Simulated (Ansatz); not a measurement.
**SnNH5 + HF: a complex and its separated parts**

Aim: how far the complex at one end of a reaction step lies below its separated, relaxed parts, level by level.

Program: Ansatz 0.2.0, Gaussian basis. Level of theory: PBE0-D4/def2-TZVP structures, single points in def2-TZVPP, no counterpoise correction. These are calculated values, not measurements.

Levels: SPW92, PBE-D4, BLYP-D4, r2SCAN-D4, B97M-V, PBE0-D4, B3LYP-D4, r2SCAN0-D4, BHLYP-D4, CAM-B3LYP-D4, wB97X-V, wB97M-V, B2PLYP, PBE-QIDH, RPA on PBE, Hartree-Fock, MP2, CCSD, CCSD(T).

Cores are frozen in the correlated methods. Filled d shells of the heavier atoms are correlated. Core potentials replace the inner electrons past krypton, and spin-orbit coupling is left out. B3LYP uses VWN-RPA correlation. B2PLYP carries no dispersion term here.

21 further runs of the same task are left out: 21 set aside as unsound or not needed.

## (1) Starting geometry

The complex: 9 atoms, charge 0, spin multiplicity 1.

Atoms are counted from 1 here; the program's logs count them from 0.

Bond lengths: Sn1–H3 1.697 Å, Sn1–H4 1.710 Å, Sn1–H5 1.697 Å, Sn1–N7 2.064 Å, F2–H6 0.969 Å, N7–H8 1.013 Å, N7–H9 1.013 Å. Angles: H3–Sn1–H4 111.3°, H3–Sn1–H5 114.0°, H3–Sn1–N7 105.1°, H4–Sn1–H5 111.3°, H4–Sn1–N7 109.6°, H5–Sn1–N7 105.1°, Sn1–N7–H8 112.4°, Sn1–N7–H9 112.5°, H8–N7–H9 106.9°.

Geometry (Å):

```xyz
9

Sn   -0.6661    1.0117   -0.0176
F     1.9261   -1.0470   -1.3193
H    -1.2386    0.8295   -1.6048
H    -1.9335    1.4190    1.0558
H     0.6349    2.0915    0.1286
H     1.2705   -1.0523   -0.6063
N     0.1071   -0.8332    0.4918
H    -0.5860   -1.5707    0.4403
H     0.4856   -0.8486    1.4317
```

Its parts: SnNH5 holds atoms 1, 3, 4, 5, 7, 8, 9; HF holds atoms 2, 6. Each part counts its atoms afresh in its own runs.

## (2) Relaxing SnNH5 alone

File relax-a/in.yaml:

```yaml
crystal:
  periodic: [false, false, false]
  atoms:
    - {symbol: Sn, position_ang: [-0.666112, 1.011676, -0.017617]}
    - {symbol: H, position_ang: [-1.238573, 0.829548, -1.604846]}
    - {symbol: H, position_ang: [-1.933512, 1.418969, 1.055754]}
    - {symbol: H, position_ang: [0.634922, 2.091535, 0.128588]}
    - {symbol: N, position_ang: [0.107062, -0.833165, 0.491782]}
    - {symbol: H, position_ang: [-0.585958, -1.570686, 0.440272]}
    - {symbol: H, position_ang: [0.485601, -0.848593, 1.431657]}
basis:
  gaussian: {orbitals: def2-TZVP}
hamiltonian: {xc: pbe0, dispersion: d4}
relax: {f_tol: 0.005, max_steps: 200}
```

No record of the launch command was kept for these runs.

What it wrote, cut to the lines that bear on the results:

```text
Functional definition: PBE0
  name "PBE0"
  cite "Adamo & Barone, J. Chem. Phys. 110, 6158 (1999) doi:10.1063/1.478522"
  cite "Perdew, Burke & Ernzerhof, Phys. Rev. Lett. 77, 3865 (1996) doi:10.1103/PhysRevLett.77.3865"
  parent pbe
[...]
836 factors; their error is unknown
[...]
mean field -7401.33468703 eV, -271.9940329435 hartree, gradient 6.9e-5 eV, S^2 0.000000; 0 other end points of the search recorded, 0 dependent functions left out
[...]
reference -7401.33472273 eV, -271.9940342555 hartree; 17, 17 occupied and 94, 94 virtual orbitals, 836 factors
relax step   1: F+E_penalty+E_count = -7401.41517043 eV  Δ(F+E_penalty+E_count) = +0.000e0 eV  max|allowed force component| = 6.967e-1 eV/Å  Δτ_max = 0.0000 Å  (24 SCF iters, accepted)
[...]
relax step   6: F+E_penalty+E_count = -7401.43278500 eV  Δ(F+E_penalty+E_count) = -3.150e-6 eV  max|allowed force component| = 1.102e-2 eV/Å  Δτ_max = 0.0017 Å  (31 SCF iters, accepted)
[...]
relax step   7: F+E_penalty+E_count = -7401.43279070 eV  Δ(F+E_penalty+E_count) = -5.700e-6 eV  max|allowed force component| = 2.761e-4 eV/Å  Δτ_max = 0.0006 Å  (20 SCF iters, accepted)
836 factors; their error is unknown
[...]
mean field -7401.35219834 eV, -271.9946764724 hartree, gradient 1.6e-5 eV, S^2 0.000000; 1 other end points of the search recorded, 0 dependent functions left out
[...]
reference -7401.35223412 eV, -271.9946777870 hartree; 17, 17 occupied and 94, 94 virtual orbitals, 836 factors
Total energy: -7401.43282647 eV, -271.9976395014 hartree
Atom 0 at    -0.667752     0.981280     0.006822 Å, force    -0.000211     0.000276    -0.000024 eV/Å
Atom 1 at    -1.237667     0.833614    -1.592662 Å, force     0.000066     0.000008     0.000141 eV/Å
Atom 2 at    -1.950810     1.471116     1.036852 Å, force     0.000106     0.000026    -0.000142 eV/Å
Atom 3 at     0.622780     2.087948     0.128371 Å, force    -0.000097    -0.000138     0.000005 eV/Å
Atom 4 at     0.108367    -0.833771     0.490588 Å, force     0.000023    -0.000093     0.000005 eV/Å
Atom 5 at    -0.571394    -1.581682     0.431784 Å, force     0.000110     0.000012     0.000070 eV/Å
Atom 6 at     0.499906    -0.859220     1.423835 Å, force     0.000003    -0.000091    -0.000055 eV/Å
Dipole moment:    -0.150372    -0.021389     0.177965 e Å
```

It took 7 s on 4 threads, shared host; peak memory 0.19 GiB.

Step by step:

| step | energy from step 1 (eV) | largest force component (eV/Å) |
| --- | --- | --- |
| 1 | 0.0000 | 0.6967 |
| 2 | -0.0109 | 0.2102 |
| 3 | -0.0173 | 0.0417 |
| 4 | -0.0175 | 0.0680 |
| 5 | -0.0176 | 0.0071 |
| 6 | -0.0176 | 0.0110 |
| 7 | -0.0176 | 0.0003 |

Close pairs (by a distance rule), those that changed most:

| bond | before (Å) | after (Å) | change (Å) |
| --- | --- | --- | --- |
| Sn1–N5 | 2.064 | 2.032 | -0.032 |
| Sn1–H4 | 1.697 | 1.704 | +0.007 |
| Sn1–H2 | 1.697 | 1.704 | +0.007 |
| Sn1–H3 | 1.710 | 1.717 | +0.007 |
| N5–H7 | 1.013 | 1.012 | -0.001 |
| N5–H6 | 1.013 | 1.012 | -0.001 |

## (3) Relaxing HF alone

File relax-b/in.yaml:

```yaml
crystal:
  periodic: [false, false, false]
  atoms:
    - {symbol: F, position_ang: [1.926090, -1.047014, -1.319302]}
    - {symbol: H, position_ang: [1.270483, -1.052269, -0.606287]}
basis:
  gaussian: {orbitals: def2-TZVP}
hamiltonian: {xc: pbe0, dispersion: d4}
relax: {f_tol: 0.005, max_steps: 200}
```

What it wrote, cut to the lines that bear on the results:

```text
[... 5 set-up lines as earlier in the session ...]
[...]
200 factors; their error is unknown
[...]
mean field -2731.73784481 eV, -100.3895141585 hartree, gradient 7.0e-6 eV, S^2 0.000000; 0 other end points of the search recorded, 0 dependent functions left out
[...]
reference -2731.73785389 eV, -100.3895144920 hartree; 5, 5 occupied and 32, 32 virtual orbitals, 200 factors
relax step   1: F+E_penalty+E_count = -2731.73937399 eV  Δ(F+E_penalty+E_count) = +0.000e0 eV  max|allowed force component| = 1.826e0 eV/Å  Δτ_max = 0.0000 Å  (21 SCF iters, accepted)
[...]
relax step   4: F+E_penalty+E_count = -2731.80320840 eV  Δ(F+E_penalty+E_count) = -6.495e-5 eV  max|allowed force component| = 1.786e-2 eV/Å  Δτ_max = 0.0010 Å  (25 SCF iters, accepted)
[...]
relax step   5: F+E_penalty+E_count = -2731.80321326 eV  Δ(F+E_penalty+E_count) = -4.857e-6 eV  max|allowed force component| = 5.570e-5 eV/Å  Δτ_max = 0.0002 Å  (25 SCF iters, accepted)
200 factors; their error is unknown
[...]
mean field -2731.80169997 eV, -100.3918607921 hartree, gradient 2.5e-5 eV, S^2 0.000000; 1 other end points of the search recorded, 0 dependent functions left out
[...]
reference -2731.80170840 eV, -100.3918611022 hartree; 5, 5 occupied and 32, 32 virtual orbitals, 200 factors
Total energy: -2731.80322170 eV, -100.3919167147 hartree
Atom 0 at     1.909652    -1.047146    -1.301425 Å, force    -0.000051    -0.000000     0.000056 eV/Å
Atom 1 at     1.286921    -1.052137    -0.624164 Å, force     0.000051     0.000000    -0.000056 eV/Å
Dipole moment:    -0.271295    -0.002175     0.295051 e Å
```

Run time: 0.65 s. Hardware: 4 threads, shared host.

The steps of the relaxation:

| step | energy from step 1 (eV) | largest force component (eV/Å) |
| --- | --- | --- |
| 1 | 0.0000 | 1.8260 |
| 2 | -0.0601 | 0.4833 |
| 3 | -0.0638 | 0.0680 |
| 4 | -0.0638 | 0.0179 |
| 5 | -0.0638 | 0.0001 |

The bond:

| bond | before (Å) | after (Å) | change (Å) |
| --- | --- | --- | --- |
| F1–H2 | 0.969 | 0.920 | -0.049 |

## (4) wB97M-V/def2-TZVPP

File parta/in.yaml:

```yaml
crystal:
  periodic: [false, false, false]
  atoms:
    - {symbol: Sn, position_ang: [-0.667752, 0.981280, 0.006822]}
    - {symbol: H, position_ang: [-1.237667, 0.833614, -1.592662]}
    - {symbol: H, position_ang: [-1.950810, 1.471116, 1.036852]}
    - {symbol: H, position_ang: [0.622780, 2.087948, 0.128371]}
    - {symbol: N, position_ang: [0.108367, -0.833771, 0.490588]}
    - {symbol: H, position_ang: [-0.571394, -1.581682, 0.431784]}
    - {symbol: H, position_ang: [0.499906, -0.859220, 1.423835]}
basis:
  gaussian: {orbitals: def2-TZVPP}
hamiltonian: {xc: {name: wB97M-V}}
```

File partb/in.yaml:

```yaml
crystal:
  periodic: [false, false, false]
  atoms:
    - {symbol: F, position_ang: [1.909652, -1.047146, -1.301425]}
    - {symbol: H, position_ang: [1.286921, -1.052137, -0.624164]}
basis:
  gaussian: {orbitals: def2-TZVPP}
hamiltonian: {xc: {name: wB97M-V}}
```

Output in parta, cut to the lines that bear on the results:

```text
Functional definition: wB97M-V
  name "wB97M-V"
  cite "Mardirossian & Head-Gordon, J. Chem. Phys. 144, 214110 (2016) doi:10.1063/1.4952647"
  cite "Becke, J. Chem. Phys. 107, 8554 (1997) doi:10.1063/1.475007"
  cite "Vydrov & Van Voorhis, J. Chem. Phys. 133, 244103 (2010) doi:10.1063/1.3521275"
  # Of w^i u^j: cxij and so on, Table III.
[...]
  gx(w, u) = 1 - cx + cx01*u + cx10*w
  gss(w, u) = css00 + css04*u^4 + css10*w + css20*w^2 + css43*w^4*u^3
  gos(w, u) = cos00 + cos10*w + (cos20 + cos21*u)*w^2 + (cos60 + cos61*u)*w^6
[...]
      + integral(e_c_pw_mod_opposite_spin*gos(b97_w_opposite, b97_u_opposite)) + vv10(b, c)
882 factors; their error is unknown
222 factors; integrals over basis functions are off by at most 7.3e-6 eV
[...]
mean field -7400.82245517 eV, -271.9752087697 hartree, gradient 1.5e-5 eV, S^2 0.000000; 0 other end points of the search recorded, 0 dependent functions left out
reference -7400.82251206 eV, -271.9752108607 hartree; 17, 17 occupied and 134, 134 virtual orbitals, 882 factors
Total energy: -7400.82251206 eV, -271.9752108607 hartree
```

Output in partb, cut to the lines that bear on the results:

```text
[... 5 set-up lines as earlier in the session ...]
  # Of w^i u^j: cxij and so on, Table III.
[...]
  gx(w, u) = 1 - cx + cx01*u + cx10*w
  gss(w, u) = css00 + css04*u^4 + css10*w + css20*w^2 + css43*w^4*u^3
  gos(w, u) = cos00 + cos10*w + (cos20 + cos21*u)*w^2 + (cos60 + cos61*u)*w^6
[...]
      + integral(e_c_pw_mod_opposite_spin*gos(b97_w_opposite, b97_u_opposite)) + vv10(b, c)
215 factors; their error is unknown
48 factors; integrals over basis functions are off by at most 2.2e-5 eV
[...]
mean field -2733.67553278 eV, -100.4607228777 hartree, gradient 1.2e-5 eV, S^2 0.000000; 0 other end points of the search recorded, 0 dependent functions left out
reference -2733.67554744 eV, -100.4607234167 hartree; 5, 5 occupied and 40, 40 virtual orbitals, 215 factors
Total energy: -2733.67554744 eV, -100.4607234167 hartree
```

Wall times: 3.3 s (parta), 0.35 s (partb) on 4 threads, shared host; peak memory 0.35 GiB.

## (5) CCSD(T)/def2-TZVPP

The same edit goes into each in.yaml of step 4 (parta, partb):

```diff
-hamiltonian: {xc: {name: wB97M-V}}
+correlation: {method: ccsd_t}
```

Output in parta, cut to the lines that bear on the results:

```text
Functional definition: HF
  name "HF"
  cite "Fock, Z. Phys. 61, 126 (1930) doi:10.1007/BF01340294"
[... 1 set-up line as earlier in the session ...]
[...]
1036 factors; integrals over basis functions are off by at most 1.2e-3 eV
[...]
mean field -7366.49817088 eV, -270.7138145879 hartree, gradient 1.7e-6 eV, S^2 0.000000; 0 other end points of the search recorded, 0 dependent functions left out
5 core orbitals not correlated: weight in the atoms' cores, before any rotation towards them, 1.000 or more for the frozen orbitals, at most 0.000 for the correlated occupied ones
reference -7366.49817088 eV, -270.7138145879 hartree; 12, 12 occupied and 134, 134 virtual orbitals, 1036 factors
second order -15.31022328 eV of doubles, -0.00000000 eV of singles
cycle   1  -15.32761541 eV  change   -1.7e-2 eV  update   8.8e-2
[...]
cycle   9  -15.79478270 eV  change   -2.8e-5 eV  update   2.8e-5
perturbative correction -0.48187863 eV, -0.0177087130 hartree
Total energy: -7382.77483221 eV, -271.3119708591 hartree
```

Output in partb, cut to the lines that bear on the results:

```text
[... 4 set-up lines as earlier in the session ...]
[...]
287 factors; integrals over basis functions are off by at most 1.0e-3 eV
[...]
mean field -2722.91268867 eV, -100.0651956520 hartree, gradient 4.5e-6 eV, S^2 0.000000; 0 other end points of the search recorded, 0 dependent functions left out
1 core orbitals not correlated: weight in the atoms' cores, before any rotation towards them, 1.000 or more for the frozen orbitals, at most 0.000 for the correlated occupied ones
reference -2722.91268867 eV, -100.0651956520 hartree; 4, 4 occupied and 40, 40 virtual orbitals, 287 factors
second order -7.36487470 eV of doubles, -0.00000000 eV of singles
cycle   1  -7.29622856 eV  change    6.9e-2 eV  update   3.9e-2
[...]
cycle   8  -7.43091249 eV  change    5.9e-7 eV  update   3.3e-6
perturbative correction -0.17033983 eV, -0.0062598732 hartree
Total energy: -2730.51394098 eV, -100.3445365223 hartree
```

Wall times: 14 s (parta), 0.25 s (partb) on 4 threads, shared host; peak memory 1.1 GiB.

## (6) Vibrations of SnNH5

File vib-parta/in.yaml:

```yaml
crystal:
  periodic: [false, false, false]
  atoms:
    - {symbol: Sn, position_ang: [-0.667752, 0.981280, 0.006822]}
    - {symbol: H, position_ang: [-1.237667, 0.833614, -1.592662]}
    - {symbol: H, position_ang: [-1.950810, 1.471116, 1.036852]}
    - {symbol: H, position_ang: [0.622780, 2.087948, 0.128371]}
    - {symbol: N, position_ang: [0.108367, -0.833771, 0.490588]}
    - {symbol: H, position_ang: [-0.571394, -1.581682, 0.431784]}
    - {symbol: H, position_ang: [0.499906, -0.859220, 1.423835]}
basis:
  gaussian: {orbitals: def2-TZVP}
hamiltonian: {xc: pbe0, dispersion: d4}
phonons: {temperatures: {t_min: 298.15, t_max: 900, t_step: 200}}
```

What it wrote, cut to the lines that bear on the results:

```text
[... 5 set-up lines as earlier in the session ...]
[...]
836 factors; their error is unknown
[...]
mean field -7401.35220011 eV, -271.9946765375 hartree, gradient 6.7e-5 eV, S^2 0.000000; 0 other end points of the search recorded, 0 dependent functions left out
[...]
reference -7401.35223587 eV, -271.9946778516 hartree; 17, 17 occupied and 94, 94 virtual orbitals, 836 factors
[... from here to the last solve, the lines of the solves are left out (41 solves) ...]
836 factors; their error is unknown
mean field -7401.35208005 eV, -271.9946721252 hartree, gradient 1.0e-6 eV, S^2 0.000000; 0 other end points of the search recorded, 0 dependent functions left out
[...]
reference -7401.35211581 eV, -271.9946734393 hartree; 17, 17 occupied and 94, 94 virtual orbitals, 836 factors
Total energy: -7401.43282822 eV, -271.9976395657 hartree
Atom 0 at    -0.667752     0.981280     0.006822 Å, force    -0.000196     0.000260    -0.000019 eV/Å
Atom 1 at    -1.237667     0.833614    -1.592662 Å, force     0.000065     0.000007     0.000144 eV/Å
Atom 2 at    -1.950810     1.471116     1.036852 Å, force     0.000105     0.000033    -0.000145 eV/Å
Atom 3 at     0.622780     2.087948     0.128371 Å, force    -0.000105    -0.000146     0.000007 eV/Å
Atom 4 at     0.108367    -0.833771     0.490588 Å, force     0.000007    -0.000064    -0.000029 eV/Å
Atom 5 at    -0.571394    -1.581682     0.431784 Å, force     0.000108     0.000006     0.000070 eV/Å
Atom 6 at     0.499906    -0.859220     1.423835 Å, force     0.000016    -0.000095    -0.000028 eV/Å
Dipole moment:    -0.150374    -0.021389     0.177966 e Å
Vibrations: 124.51 467.27 472.18 559.57 640.33 703.53 722.10 722.16 875.23 1571.46 1905.26 1958.52 1962.35 3539.31 3632.62 cm⁻¹, zero-point energy 1.230940 eV
```

Run time: 29 s. Hardware: 4 threads, shared host; peak memory 0.19 GiB.

Wavenumbers and character of the modes:

| mode | wavenumber (cm⁻¹) | character |
| --- | --- | --- |
| 1 | 125 | torsion |
| 2 | 467 | bend |
| 3 | 472 | bend |
| 4 | 560 | Sn–N stretch |
| 5 | 640 | bend with torsion |
| 6 | 704 | bend |
| 7 | 722 | bend with torsion |
| 8 | 722 | bend |
| 9 | 875 | bend |
| 10 | 1571 | bend |
| 11 | 1905 | Sn–H stretch |
| 12 | 1959 | Sn–H stretch |
| 13 | 1962 | Sn–H stretch |
| 14 | 3539 | N–H stretch |
| 15 | 3633 | N–H stretch |

Vibrational sums (real modes only):

| T (K) | entropy (J/mol/K) | heat capacity (J/mol/K) |
| --- | --- | --- |
| 298 | 27.0 | 40.4 |
| 498 | 53.6 | 63.1 |
| 698 | 77.3 | 77.4 |
| 898 | 98.1 | 87.6 |

## (7) Vibrations of HF

File vib-partb/in.yaml:

```yaml
crystal:
  periodic: [false, false, false]
  atoms:
    - {symbol: F, position_ang: [1.909652, -1.047146, -1.301425]}
    - {symbol: H, position_ang: [1.286921, -1.052137, -0.624164]}
basis:
  gaussian: {orbitals: def2-TZVP}
hamiltonian: {xc: pbe0, dispersion: d4}
phonons: {temperatures: {t_min: 298.15, t_max: 900, t_step: 200}}
```

What it wrote, cut to the lines that bear on the results:

```text
[... 5 set-up lines as earlier in the session ...]
[...]
200 factors; their error is unknown
[...]
mean field -2731.80169997 eV, -100.3918607921 hartree, gradient 6.9e-6 eV, S^2 0.000000; 0 other end points of the search recorded, 0 dependent functions left out
[...]
reference -2731.80170840 eV, -100.3918611022 hartree; 5, 5 occupied and 32, 32 virtual orbitals, 200 factors
[...]
200 factors; their error is unknown
[...]
mean field -2731.80169996 eV, -100.3918607920 hartree, gradient 3.9e-7 eV, S^2 0.000000; 0 other end points of the search recorded, 0 dependent functions left out
[...]
reference -2731.80170840 eV, -100.3918611021 hartree; 5, 5 occupied and 32, 32 virtual orbitals, 200 factors
[...]
200 factors; their error is unknown
[...]
mean field -2731.80151032 eV, -100.3918538226 hartree, gradient 3.9e-7 eV, S^2 0.000000; 0 other end points of the search recorded, 0 dependent functions left out
[...]
reference -2731.80151879 eV, -100.3918541340 hartree; 5, 5 occupied and 32, 32 virtual orbitals, 200 factors
[...]
200 factors; their error is unknown
mean field -2731.80151021 eV, -100.3918538186 hartree, gradient 3.9e-7 eV, S^2 0.000000; 0 other end points of the search recorded, 0 dependent functions left out
[...]
reference -2731.80151861 eV, -100.3918541273 hartree; 5, 5 occupied and 32, 32 virtual orbitals, 200 factors
Total energy: -2731.80322170 eV, -100.3919167147 hartree
Atom 0 at     1.909652    -1.047146    -1.301425 Å, force    -0.000074    -0.000001     0.000081 eV/Å
Atom 1 at     1.286921    -1.052137    -0.624164 Å, force     0.000074     0.000001    -0.000081 eV/Å
Dipole moment:    -0.271295    -0.002174     0.295051 e Å
Vibrations: 4152.85 cm⁻¹, zero-point energy 0.257444 eV
```

Run time: 0.85 s. Hardware: 4 threads, shared host.

Wavenumbers and character of the modes:

| mode | wavenumber (cm⁻¹) | character |
| --- | --- | --- |
| 1 | 4153 | F–H stretch |

Vibrational sums (real modes only):

| T (K) | entropy (J/mol/K) | heat capacity (J/mol/K) |
| --- | --- | --- |
| 298 | 0.0 | 0.0 |
| 498 | 0.0 | 0.0 |
| 698 | 0.0 | 0.1 |
| 898 | 0.1 | 0.5 |

## (8) Complex less separated parts

The complex's own energies come from single points at the same levels. Levels not printed above were run the same way.

Rows are in def2-TZVPP; times add the 3 runs of a level on a shared host, so small differences are noise.

Differences are taken before rounding.

| method | rung | complex less parts (kJ/mol) | from CCSD(T) (kJ/mol) | time |
| --- | --- | --- | --- | --- |
| SPW92 | LDA | -84.4 | -31.5 | 1.5 s |
| PBE-D4 | GGA | -64.9 | -12.0 | 2.5 s |
| BLYP-D4 | GGA | -61.9 | -9.0 | 2.4 s |
| r2SCAN-D4 | meta-GGA | -61.5 | -8.6 | 4.8 s |
| B97M-V | meta-GGA | -52.9 | 0.0 | 9.1 s |
| PBE0-D4 | hybrid | -61.0 | -8.1 | 2.7 s |
| B3LYP-D4 | hybrid | -60.4 | -7.5 | 2.5 s |
| r2SCAN0-D4 | hybrid | -59.5 | -6.7 | 4.8 s |
| BHLYP-D4 | hybrid | -57.7 | -4.8 | 2.6 s |
| CAM-B3LYP-D4 | range-separated hybrid | -62.8 | -10.0 | 3.2 s |
| wB97X-V | range-separated hybrid | -57.9 | -5.0 | 7.9 s |
| wB97M-V | range-separated hybrid | -56.8 | -3.9 | 9.2 s |
| B2PLYP | double hybrid | -55.1 | -2.2 | 5.2 s |
| PBE-QIDH | double hybrid | -56.1 | -3.2 | 5.1 s |
| RPA on PBE | RPA | -48.7 | +4.2 | 5.5 s |
| Hartree-Fock | wavefunction | -35.6 | +17.3 |  |
| MP2 | wavefunction | -54.7 | -1.8 |  |
| CCSD | wavefunction | -50.2 | +2.6 |  |
| CCSD(T) | wavefunction | -52.9 | 0 | 82 s |

Among the levels timed on like hardware and quicker than the yardstick, those that no quicker one beats, quickest first: SPW92 (1.5 s, -31.5 kJ/mol); BLYP-D4 (2.4 s, -9.0 kJ/mol); B3LYP-D4 (2.5 s, -7.5 kJ/mol); BHLYP-D4 (2.6 s, -4.8 kJ/mol); PBE-QIDH (5.1 s, -3.2 kJ/mol); B2PLYP (5.2 s, -2.2 kJ/mol); B97M-V (9.1 s, 0.0 kJ/mol).

For cost: B97M-V gets within 0.0 kJ/mol in 9.1 s, where CCSD(T) took 82 s; the quickest level in the cost chart, SPW92, takes 1.5 s and misses by 31.5 kJ/mol.

The complex's zero-point energy, from a separate PBE0-D4 run, is 1.599 eV.

## (9) Summary of results

```
                              quantity         value
complex less parts, CCSD(T)/def2-TZVPP  -52.9 kJ/mol
                with zero-point energy  -42.2 kJ/mol
                 largest T1 diagnostic         0.013
```

What this shows: At CCSD(T) the complex lies 52.9 kJ/mol below its parts. B97M-V is the best functional here (0.0 kJ/mol from CCSD(T)); SPW92 is the worst (-31.5 kJ/mol). By rung, the mean size of the error is: LDA 31.5, GGA 10.5, meta-GGA 4.3, hybrid 6.8, range-separated hybrid 6.3, double hybrid 2.7 kJ/mol. PBE-D4 gives a relative energy 12.0 kJ/mol too low, outside chemical accuracy (1 kcal/mol, 4.2 kJ/mol). No counterpoise was applied, and triple zeta lacks some correlation, so the CCSD(T) reference has a basis error of its own, and close matches with it are partly luck.
